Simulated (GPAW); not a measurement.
# GdO (P-6m2) in GPAW: a series of runs

One crystal, GdO, is run at these levels: PBE+U; tasks: band structure.

Program: GPAW 26.7.0. These are calculated values, not measurements. Logs are shortened: lines on timing, memory, paths and dates and some standing lists are left out, and cuts for length are marked. The log counts tension as positive stress, the text compression.

## 1. Starting point

The structure is hexagonal, space group P-6m2 (No. 187). The conventional cell has a = 3.113 Å, b = 3.113 Å, c = 3.038 Å, α = 90.00°, β = 90.00°, γ = 120.00°. Around Gd (site symmetry -6m2) lie 6 O at 2.35 Å. Around O (site symmetry -6m2) lie 6 Gd at 2.35 Å.

The cell comes from a database or a generator and needn't be the stable form of this composition.

## 2. Band structure, PBE+U, collinear spin, ferromagnetic start

File run.py:

```python
from ase import Atoms
from ase.dft.bandgap import bandgap
from ase.io import write
from ase.units import GPa
from gpaw import GPAW, PW

atoms = Atoms(['Gd', 'O'],
              cell=[[3.1132995775, 0.0, 0.0],
                    [-1.5566497887, 2.6961965237, 0.0],
                    [0.0, 0.0, 3.03842614]],
              scaled_positions=[[0.0, 0.0, 0.0],
                                [0.6666666667, 0.3333333333, 0.5]],
              pbc=True)
atoms.set_initial_magnetic_moments([7.0, 0.0])

calc = GPAW(mode=PW(800),
            xc='PBE',
            kpts={'size': (6, 6, 6), 'gamma': True},
            occupations={'name': 'fermi-dirac', 'width': 0.05},
            setups={'Gd': ':f,6.0'},
            nbands=25,
            convergence={'density': 1e-05, 'energy': 1e-05},
            maxiter=150,
            txt='gpaw.txt')
atoms.calc = calc
energy = atoms.get_potential_energy()
forces = atoms.get_forces()
stress = atoms.get_stress()
calc.write('gs.gpw')
write('result.traj', atoms)
print(f'Energy: {energy:.6f} eV')
print('Forces (eV/A):')
print(forces.round(4))
print('Stress (GPa):', (stress / GPa).round(3))
print('Moments:', calc.get_magnetic_moments().round(3))
print('Fermi level:', round(calc.get_fermi_level(), 4), 'eV')
print(f'Gap: {bandgap(calc)[0]:.4f} eV, direct: {bandgap(calc, direct=True)[0]:.4f} eV')

path = atoms.cell.bandpath('GMKGALHA,LM,KH', npoints=100, eps=1e-4)
bs_calc = calc.fixed_density(kpts=path, symmetry='off', nbands=36,
                             convergence={'bands': 'CBM+6.0', 'eigenstates': 1e-6}, txt='bands.txt')
bs = bs_calc.band_structure()
bs.write('bs.json')
print(f'Gap on the path: {bandgap(bs_calc)[0]:.4f} eV')
```

Potentials or basis: GPAW PAW data sets (gpaw-data 1.2.1), pw.

On the command line:

```
$ OMP_NUM_THREADS=1 python run.py
```

gpaw.txt:

```text
__  _  _
 | _ |_)|_||  |
 |__||  | ||/\| - 26.7.0

Input parameters:
  mode=PW(ecut=800.0),
  convergence={'density': 1e-05, 'energy': 1e-05},
  kpts=MonkhorstPack(size=(6, 6, 6), gamma=True),
  maxiter=150,
  nbands=25,
  occupations=Occupations(name='fermi-dirac', width=0.05),
  setups={'Gd': ':f,6.0'},
  xc=XC(name='PBE')

Diagonalizing LCAO Hamiltonian
Converting LCAO to pw mode

            O

       Gd

Atoms  # Å, Bohr magnetons
|   | symbol |        x |        y |        z |    initial magnetic moments |
|---|--------|----------|----------|----------|-----------------------------|
| 0 |     Gd | 0.000000 | 0.000000 | 0.000000 | ( 0.0000,  0.0000,  7.0000) |
| 1 |      O | 1.556650 | 0.898732 | 1.519213 | ( 0.0000,  0.0000,  0.0000) |

Unit cell  # Å
| periodic |         x |        y |        z |  lengths |     angles |
|----------|-----------|----------|----------|----------|------------|
|      yes |  3.113300 | 0.000000 | 0.000000 | 3.113300 |  90.000000 |
|      yes | -1.556650 | 2.696197 | 0.000000 | 3.113300 |  90.000000 |
|      yes |  0.000000 | 0.000000 | 3.038426 | 3.038426 | 120.000000 |

Number of symmetries: 12
Symmetry operations  # r_c * U_cc + t_c -> r_c
|    | kind |            matrix            |
|----|------|------------------------------|
|  0 |  σ   |  1, 1, 0,  0,-1, 0,  0, 0, 1 |
|  1 |  C2  |  1, 1, 0,  0,-1, 0,  0, 0,-1 |
|  2 |  E   |  1, 0, 0,  0, 1, 0,  0, 0, 1 |
|  3 |  σ   |  1, 0, 0,  0, 1, 0,  0, 0,-1 |
|  4 |  C3  |  0, 1, 0, -1,-1, 0,  0, 0, 1 |
|  5 |  S3  |  0, 1, 0, -1,-1, 0,  0, 0,-1 |
|  6 |  σ   |  0,-1, 0, -1, 0, 0,  0, 0, 1 |
|  7 |  C2  |  0,-1, 0, -1, 0, 0,  0, 0,-1 |
|  8 |  σ   | -1, 0, 0,  1, 1, 0,  0, 0, 1 |
|  9 |  C2  | -1, 0, 0,  1, 1, 0,  0, 0,-1 |
| 10 |  C3  | -1,-1, 0,  1, 0, 0,  0, 0, 1 |
| 11 |  S3  | -1,-1, 0,  1, 0, 0,  0, 0,-1 |

BZ-sampling:
  Number of BZ points: 216
  Number of IBZ points: 28

  Monkhorst-Pack size: [6, 6, 6]
  Monkhorst-Pack shift: [0.08333333333333333, 0.08333333333333333, 0.08333333333333333]

K-points  # in reciprocal-cell coordinates
|     |                                coordinates |     weight |
|-----|--------------------------------------------|------------|
|   0 | (  0.00000000,   0.00000000,   0.00000000) | 0.00462963 |
|   1 | (  0.00000000,   0.00000000,   0.16666667) | 0.00925926 |
|   2 | (  0.00000000,   0.00000000,   0.33333333) | 0.00925926 |
|   3 | (  0.00000000,   0.00000000,   0.50000000) | 0.00462963 |
|   4 | (  0.16666667,   0.00000000,   0.00000000) | 0.02777778 |
|   5 | (  0.16666667,   0.00000000,   0.16666667) | 0.05555556 |
|   6 | (  0.16666667,   0.00000000,   0.33333333) | 0.05555556 |
|   7 | (  0.16666667,   0.00000000,   0.50000000) | 0.02777778 |
|   8 | (  0.33333333,  -0.16666667,   0.00000000) | 0.02777778 |
|   9 | (  0.33333333,  -0.16666667,   0.16666667) | 0.05555556 |
| ... |                                            |            |
|  27 | (  0.50000000,   0.50000000,   0.50000000) | 0.01388889 |

Plane wave coefficients: 1334
Cutoff: 800.0 eV

Spin-components: 2 (collinear spins)
Bands:           25
Projectors:      13
Spin-degeneracy: 1
Datatype:        complex128

Parallelization:
  kpt:    1
  domain: 1
  band:   1

Density:
  Valence electrons: 24.0
  Components: 2
  Grid points: [21 21 20]
  Charge: 0.0  # |e|

Potential:
  Grid points: [21 21 20]

species:
  Gd:
    name:    Gadolinium
    Z:       64.0
    valence: 18
    core:    46
    charge:  0.0  # [|e|]
    Hubbard: {U: 6.0,  # eV
              l: 3,
              scale: True}
    compensation charges:
      type: gauss
      rc: 0.35  # [Å]
      lmax: 2
    cutoffs:
      filter: 1.17  # [Å]
      core: 1.83  # [Å]
    projectors
    | kind |    occ | energy [eV] | rcut [Å] |
    |------|--------|-------------|----------|
    |   5s |  2.000 |     -49.740 |    1.164 |
    |   6s |  2.000 |      -4.126 |    1.164 |
    |   5p |  6.000 |     -27.264 |    1.164 |
    |   6p |  0.000 |      -1.333 |    1.164 |
    |   5d |  1.000 |      -2.532 |    1.164 |
    |   4f |  7.000 |      -8.689 |    1.164 |
    |    d |        |      24.679 |    1.164 |
    |    f |        |      18.522 |    1.164 |

    Using partial waves for Gd as LCAO basis

  O:
    name:    Oxygen
    Z:       8.0
    valence: 6
    core:    2
    charge:  0.0  # [|e|]
    compensation charges:
      type: gauss
      rc: 0.21  # [Å]
      lmax: 2
    cutoffs:
      filter: 1.17  # [Å]
      core: 0.83  # [Å]
    projectors
    | kind |    occ | energy [eV] | rcut [Å] |
    |------|--------|-------------|----------|
    |   2s |  2.000 |     -23.961 |    0.688 |
    |   2p |  4.000 |      -9.029 |    0.598 |
    |    s |        |       3.251 |    0.688 |
    |    p |        |      18.182 |    0.598 |
    |    d |        |       0.000 |    0.619 |

    Using partial waves for O as LCAO basis

Reference energy: -308742.426226  # eV

eigensolver:
  PPCG
  Converge bands: occupied
  niter=2

density mixing:
  MSR1-Mixer
  Pratt-step length: 0.05
  Maximum mixing coefficient: 0.75
  Old densities: 10
  SVD Regularization: 0.005
  Good broyden scale: 1.0
  Trust region scale: 1.0
  Backstep threshold: 4.0
  History deletion threshold: 6.0
  Fourier metric: weight=20.0, sigma=0.015

occupation numbers:
  Fermi-Dirac:
    width: 0.0500  # eV

poisson solver:
  ecut: 6400.0  # eV

xc functional:
  name: PBE with 2 nearest neighbor stencil

convergence criteria:
- Maximum integral of absolute [dens]ity change: 1e-05 electrons / valence electron
- Maximum [total energy] change in last 3 cyles: 1e-05 eV / valence electron
- Maximum integral of absolute [eigenst]ate change: 4e-08 eV^2 / valence electron
maximum number of iterations: 150

SCF iterations
|iter     | |      energy | eigst |  dens |  magmom |
|---------|-|-------------|-------|-------|---------|
|iter:   1| |  -29.905237 | +0.04 |       |  +6.9972|
|iter:   2| |  -27.568277 | -1.59 | -0.84 |  +7.0020|
|iter:   3| |  -23.839295 | -0.84 | -0.93 |  +7.1976|
|iter:   4| |  -23.368656 | -1.57 | -1.22 |  +7.3165|
|iter:   5| |  -23.340559 | -1.60 | -1.39 |  +7.4597|
|iter:   6| |  -23.322213 | -3.06 | -1.75 |  +7.4576|
|iter:   7| |  -23.323951 | -3.93 | -1.99 |  +7.4908|
|iter:   8| |  -23.323968 | -4.94 | -2.85 |  +7.5004|
|iter:   9| |  -23.323956c| -5.67 | -3.24 |  +7.5095|
|iter:  10| |  -23.323909c| -6.33 | -3.72 |  +7.5140|
|iter:  11| |  -23.323883c| -7.45c| -4.08 |  +7.5157|
|iter:  12| |  -23.323877c| -7.74c| -4.72 |  +7.5161|
|iter:  13| |  -23.323876c| -8.29c| -5.34c|  +7.5162|

Converged in 13 steps
Energy contributions relative to reference atoms: (reference = -308742.426226)

Energy contributions:
  Kinetic:          64.465315
  Coulomb:         -55.678946
  Zero:             -0.343698
  External:          0.000000
  Xc:              -31.763182
  Entropy:          -0.006731
  Spinorbit:         0.000000
  ----------------------------
  Free energy:     -23.327242
  Extrapolated:    -23.323876

dipole moment: (-8.526891, -15.166101, -16.979268)  # |e|*Ang

Total magnetic moment: (0.000000, 0.000000, 7.516173)

Local magnetic moments
|        x |        y |         z |
|----------|----------|-----------|
| 0.000000 | 0.000000 |  7.103700 |  # Gd   0
| 0.000000 | 0.000000 | -0.023815 |  # O    1

Fermi level: 15.095
Eigenvalues  # (at kpt = [0.000, 0.000, 0.000])
| band index |      eig [eV] | occ [0-1] |      eig [eV] | occ [0-1] |
|------------|---------------|-----------|---------------|-----------|
|          0 |       -30.617 |     1.000 |       -27.455 |     1.000 |
|        ... |               |           |               |           |
|          5 |         7.154 |     1.000 |         9.613 |     1.000 |
|          6 |         7.290 |     1.000 |         9.613 |     1.000 |
|          7 |         7.313 |     1.000 |        10.585 |     1.000 |
|          8 |         7.313 |     1.000 |        13.451 |     1.000 |
|          9 |         7.381 |     1.000 |        16.009 |     0.000 |
|         10 |         7.381 |     1.000 |        18.387 |     0.000 |
|         11 |         7.562 |     1.000 |        18.387 |     0.000 |
|         12 |         9.583 |     1.000 |        18.600 |     0.000 |
|         13 |         9.583 |     1.000 |        18.600 |     0.000 |
|         14 |        10.800 |     1.000 |        18.797 |     0.000 |
|         15 |        12.088 |     1.000 |        19.043 |     0.000 |
|         16 |        15.647 |     0.000 |        19.064 |     0.000 |
|         17 |        18.405 |     0.000 |        19.969 |     0.000 |
|         18 |        18.405 |     0.000 |        19.969 |     0.000 |
|         19 |        21.616 |     0.000 |        23.064 |     0.000 |
|        ... |               |           |               |           |
|         24 |        31.140 |     0.000 |        32.804 |     0.000 |

No gap
No difference between direct/indirect transitions

Forces  # eV/Ang
|       x |        y |       z |
|---------|----------|---------|
| 0.00000 | -0.00000 | 0.00000 |  # Gd   0
| 0.00000 |  0.00000 | 0.00000 |  # O    1

Stress tensor  # eV/Ang^3
|         x |         y |         z |
|-----------|-----------|-----------|
| -0.220172 |  0.000000 |  0.000000 |
|  0.000000 | -0.220172 |  0.000000 |
|  0.000000 |  0.000000 | -0.227438 |

# Writing to gs.gpw (mode='')
```

It took 1.8 min on 1 thread of Arm Neoverse V2, shared host; peak memory 0.43 GiB.

Results:

| Item | Value |
| --- | --- |
| Free energy | -23.3272 eV |
| Pressure | 35.7 GPa |
| Band gap along the path | none (metal or under the smearing width) |
| Net moment | 7.52 μB per cell |
| Site moments | Gd +7.10; O -0.02 μB |

Levels at the corners of the path, in eV from the Fermi level:
Spin up:
```tsv
point	band 12	band 13	band 14	band 15	band 16	band 17	band 18	band 19	band 20	band 21
Γ	-7.53	-5.51	-5.51	-4.30	-3.01	0.55	3.31	3.31	6.52	6.52
M	-7.51	-7.16	-5.82	-4.48	-2.47	3.35	5.19	5.27	7.31	7.47
K	-7.51	-6.74	-5.78	-5.32	0.23	1.90	2.76	3.25	7.83	11.95
Γ	-7.53	-5.51	-5.51	-4.30	-3.01	0.55	3.31	3.31	6.52	6.52
A	-7.53	-7.40	-4.95	-4.95	1.28	1.28	1.38	4.14	4.14	6.31
L	-7.54	-6.87	-6.35	-6.15	0.35	2.78	6.63	7.73	8.68	10.80
H	-7.62	-7.60	-6.14	-4.59	1.10	4.06	5.06	6.49	7.30	12.57
A	-7.53	-7.40	-4.95	-4.95	1.28	1.28	1.38	4.14	4.14	6.31
L	-7.54	-6.87	-6.35	-6.15	0.35	2.78	6.63	7.73	8.68	10.80
M	-7.51	-7.16	-5.82	-4.48	-2.47	3.35	5.19	5.27	7.31	7.47
K	-7.51	-6.74	-5.78	-5.32	0.23	1.90	2.76	3.25	7.83	11.95
H	-7.62	-7.60	-6.14	-4.59	1.10	4.06	5.06	6.49	7.30	12.57
```
Spin down:
```
point  band 4  band 5  band 6  band 7  band 8  band 9  band 10  band 11  band 12  band 13
    Γ  -19.76  -19.76   -5.48   -5.48   -4.51   -1.64     0.91     3.29     3.29     3.50
    M  -19.62  -18.12   -7.17   -6.07   -4.76   -1.20     3.12     3.26     3.35     3.64
    K  -19.56  -17.46   -6.74   -6.18   -5.45    1.49     2.25     2.65     3.24     3.72
    Γ  -19.76  -19.76   -5.48   -5.48   -4.51   -1.64     0.91     3.29     3.29     3.50
    A  -19.51  -17.04   -7.60   -5.44   -5.44    1.78     2.67     2.67     3.15     3.42
    L  -20.02  -19.77   -6.47   -6.37   -6.06    1.77     2.68     3.33     3.49     3.56
    H  -21.04  -20.37   -8.06   -5.71   -4.36    2.62     3.01     3.09     3.43     3.59
    A  -19.51  -17.04   -7.60   -5.44   -5.44    1.78     2.67     2.67     3.15     3.42
    L  -20.02  -19.77   -6.47   -6.37   -6.06    1.77     2.68     3.33     3.49     3.56
    M  -19.62  -18.12   -7.17   -6.07   -4.76   -1.20     3.12     3.26     3.35     3.64
    K  -19.56  -17.46   -6.74   -6.18   -5.45    1.49     2.25     2.65     3.24     3.72
    H  -21.04  -20.37   -8.06   -5.71   -4.36    2.62     3.01     3.09     3.43     3.59
```

Caveat: the k mesh is coarse (spacing up to 0.39 Å⁻¹), so the values aren't converged; one-centre terms of the f shell are cut off; a pressure of tens of GPa on the cell as given is suspect, and the run, the potentials or the cell itself is likely at fault; spin-orbit coupling is left out, which moves the levels of the heavy elements; a cell with one magnetic atom can't hold antiferromagnetic order, which such compounds often take. The state reached can hang on the start; a lower one may exist.

## 3. Band structure, PBE+U, collinear spin, ferromagnetic start

Changes to run.py since step 2:

```diff
@@ -19,3 +19,3 @@
             occupations={'name': 'fermi-dirac', 'width': 0.05},
-            setups={'Gd': ':f,6.0'},
+            setups={'Gd': ':f,8.0'},
             nbands=25,
```

Potentials or basis: GPAW PAW data sets (gpaw-data 1.2.1), pw.

On the command line:

```
$ OMP_NUM_THREADS=1 python run.py
```

gpaw.txt:

```text
__  _  _
 | _ |_)|_||  |
 |__||  | ||/\| - 26.7.0

Input parameters:
  mode=PW(ecut=800.0),
  convergence={'density': 1e-05, 'energy': 1e-05},
  kpts=MonkhorstPack(size=(6, 6, 6), gamma=True),
  maxiter=150,
  nbands=25,
  occupations=Occupations(name='fermi-dirac', width=0.05),
  setups={'Gd': ':f,8.0'},
  xc=XC(name='PBE')

Diagonalizing LCAO Hamiltonian
Converting LCAO to pw mode

            O

       Gd

Atoms  # Å, Bohr magnetons
|   | symbol |        x |        y |        z |    initial magnetic moments |
|---|--------|----------|----------|----------|-----------------------------|
| 0 |     Gd | 0.000000 | 0.000000 | 0.000000 | ( 0.0000,  0.0000,  7.0000) |
[... 205 lines left out ...]
Eigenvalues  # (at kpt = [0.000, 0.000, 0.000])
| band index |      eig [eV] | occ [0-1] |      eig [eV] | occ [0-1] |
|------------|---------------|-----------|---------------|-----------|
|          0 |       -30.593 |     1.000 |       -27.423 |     1.000 |
|        ... |               |           |               |           |
|          5 |         6.223 |     1.000 |         9.623 |     1.000 |
|          6 |         6.391 |     1.000 |         9.623 |     1.000 |
|          7 |         6.393 |     1.000 |        10.611 |     1.000 |
|          8 |         6.393 |     1.000 |        13.461 |     1.000 |
|          9 |         6.423 |     1.000 |        16.180 |     0.000 |
|         10 |         6.423 |     1.000 |        19.053 |     0.000 |
|         11 |         6.603 |     1.000 |        19.053 |     0.000 |
|         12 |         9.557 |     1.000 |        19.614 |     0.000 |
|         13 |         9.557 |     1.000 |        19.638 |     0.000 |
|         14 |        10.745 |     1.000 |        19.638 |     0.000 |
|         15 |        12.086 |     1.000 |        20.086 |     0.000 |
|         16 |        15.626 |     0.000 |        20.151 |     0.000 |
|         17 |        18.408 |     0.000 |        20.349 |     0.000 |
|         18 |        18.408 |     0.000 |        20.349 |     0.000 |
|         19 |        21.626 |     0.000 |        23.076 |     0.000 |
|        ... |               |           |               |           |
|         24 |        31.052 |     0.000 |        32.883 |     0.000 |

No gap
No difference between direct/indirect transitions

Forces  # eV/Ang
|       x |        y |       z |
|---------|----------|---------|
| 0.00000 |  0.00000 | 0.00000 |  # Gd   0
| 0.00000 | -0.00000 | 0.00000 |  # O    1

Stress tensor  # eV/Ang^3
|         x |         y |         z |
|-----------|-----------|-----------|
| -0.224209 |  0.000000 |  0.000000 |
|  0.000000 | -0.224209 |  0.000000 |
|  0.000000 |  0.000000 | -0.232632 |

# Writing to gs.gpw (mode='')
```

stdout:

```text
Energy: -23.327678 eV
Forces (eV/A):
[[ 0.  0.  0.]
 [ 0. -0.  0.]]
Stress (GPa): [-35.922 -35.922 -37.272   0.      0.      0.   ]
Moments: [ 7.122 -0.027]
Fermi level: 15.1214 eV
Gap: 0.0000 eV, direct: 0.0000 eV
Gap on the path: 0.0000 eV
```

bands.txt:

```text
Diagonalizing LCAO Hamiltonian
Converting LCAO to pw mode
convergence criteria:
- Maximum integral of absolute [eigenst]ate change: 1e-06 eV^2 / valence electron
maximum number of iterations: 150

SCF iterations
|iter     | |      energy | eigst |  dens |  magmom |
[... 107 lines left out ...]
         [0.33333333, 0.33333333, 0.18181818],
         [0.33333333, 0.33333333, 0.22727273],
         [0.33333333, 0.33333333, 0.27272727],
         [0.33333333, 0.33333333, 0.31818182],
         [0.33333333, 0.33333333, 0.36363636],
         [0.33333333, 0.33333333, 0.40909091],
         [0.33333333, 0.33333333, 0.45454545],
         [0.33333333, 0.33333333, 0.5       ]])),
  maxiter=150,
  nbands=36,
  occupations=Occupations(name='fermi-dirac', width=0.05),
  setups={'Gd': ':f,8.0'},
  symmetry=Symmetry(point_group=False, time_reversal=False),
  xc=XC(name='PBE')
```

It took 1.8 min on 1 thread of Arm Neoverse V2, shared host; peak memory 0.43 GiB.

Results:

- Free energy: -23.3316 eV
- Pressure: 36.4 GPa
- Band gap along the path: none (metal or under the smearing width)
- Net moment: 7.53 μB per cell
- Site moments: Gd +7.12; O -0.03 μB

Levels at the corners of the path, in eV from the Fermi level:
Spin up:
```csv
point,band 12,band 13,band 14,band 15,band 16,band 17,band 18,band 19,band 20,band 21
Γ,-8.52,-5.56,-5.56,-4.38,-3.04,0.50,3.29,3.29,6.50,6.50
M,-8.50,-7.37,-5.94,-4.57,-2.50,3.33,5.16,5.25,7.28,7.45
K,-8.50,-6.86,-5.93,-5.42,0.19,1.87,2.74,3.21,7.82,11.88
Γ,-8.52,-5.56,-5.56,-4.38,-3.04,0.50,3.29,3.29,6.50,6.50
A,-8.52,-7.77,-5.07,-5.07,1.26,1.26,1.33,4.11,4.11,6.29
L,-8.53,-6.93,-6.42,-6.24,0.33,2.76,6.61,7.71,8.66,10.76
H,-8.59,-8.25,-6.16,-4.60,1.06,4.04,5.03,6.47,7.25,12.51
A,-8.52,-7.77,-5.07,-5.07,1.26,1.26,1.33,4.11,4.11,6.29
L,-8.53,-6.93,-6.42,-6.24,0.33,2.76,6.61,7.71,8.66,10.76
M,-8.50,-7.37,-5.94,-4.57,-2.50,3.33,5.16,5.25,7.28,7.45
K,-8.50,-6.86,-5.93,-5.42,0.19,1.87,2.74,3.21,7.82,11.88
H,-8.59,-8.25,-6.16,-4.60,1.06,4.04,5.03,6.47,7.25,12.51
```
Spin down:
```tsv
point	band 4	band 5	band 6	band 7	band 8	band 9	band 10	band 11	band 12	band 13
Γ	-19.76	-19.76	-5.50	-5.50	-4.51	-1.66	1.06	3.93	3.93	4.49
M	-19.63	-18.13	-7.19	-6.08	-4.77	-1.22	3.90	4.18	4.25	4.39
K	-19.57	-17.47	-6.76	-6.19	-5.45	1.55	2.48	3.21	3.64	4.67
Γ	-19.76	-19.76	-5.50	-5.50	-4.51	-1.66	1.06	3.93	3.93	4.49
A	-19.51	-17.06	-7.61	-5.44	-5.44	2.06	2.66	2.66	4.11	4.11
L	-20.02	-19.79	-6.49	-6.39	-6.07	1.78	3.03	4.33	4.46	4.55
H	-21.05	-20.39	-8.08	-5.73	-4.38	2.78	3.75	4.01	4.43	4.56
A	-19.51	-17.06	-7.61	-5.44	-5.44	2.06	2.66	2.66	4.11	4.11
L	-20.02	-19.79	-6.49	-6.39	-6.07	1.78	3.03	4.33	4.46	4.55
M	-19.63	-18.13	-7.19	-6.08	-4.77	-1.22	3.90	4.18	4.25	4.39
K	-19.57	-17.47	-6.76	-6.19	-5.45	1.55	2.48	3.21	3.64	4.67
H	-21.05	-20.39	-8.08	-5.73	-4.38	2.78	3.75	4.01	4.43	4.56
```

Caveat: the k mesh is coarse (spacing up to 0.39 Å⁻¹), so the values aren't converged; one-centre terms of the f shell are cut off; a pressure of tens of GPa on the cell as given is suspect, and the run, the potentials or the cell itself is likely at fault; spin-orbit coupling is left out, which moves the levels of the heavy elements; a cell with one magnetic atom can't hold antiferromagnetic order, which such compounds often take. The state reached can hang on the start; a lower one may exist.
